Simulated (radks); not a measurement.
# Fractional charge and spin in the 3d shell of zinc

The task here is to estimate one member of a computed series from the others.

The numbers are computed with radks (a radial shooting solver on a logarithmic mesh, Libxc functionals) version 1 (non-relativistic Kohn-Sham, PBE, spin-polarised, spherical densities, point nucleus), except any that are marked as measured or tabulated.

## The system

| Quantity | Value |
| --- | --- |
| element | zinc (Z = 30) |
| configuration | [Ar] 4s(up 0.5, down 0.5) 3d(up 5, down 5) |

A shell typed twice in an input gives spin up, then spin down.

Set-up of the first run:

Input:

```text
Z 30
configuration [Ar] 4s0.5 4s0.5 3d5 3d5
relativity non-relativistic
functional pbe,pbe
spin polarised
nucleus point
```

Steps of the session up to this table: 3d: up 5, down 5.

One table of the session follows, with a row left open; its other results are not shown here.

It belongs to the step «3d: up 5, down 5». Radial moments (bohr):

```
level      <r>  outermost maximum (interpolated)  90 % within  nodes
   1s  0.05111                            0.0337       0.0910      0
   2s        ?                                 ?            ?      ?
   2p   0.1997                             0.153        0.326      0
   3s   0.6919                             0.597         1.04      2
   3p   0.7184                             0.596         1.11      1
   3d   0.8916                             0.565         1.56      0
   4s    2.440                              2.02         3.69      3
```

Estimate the missing values for 2s.

The run gave: <r>: 0.2298; outermost maximum (interpolated): 0.193; 90 % within: 0.355; nodes: 1. In the column «<r>» it lies between 2p (0.1997) and 3s (0.6919).
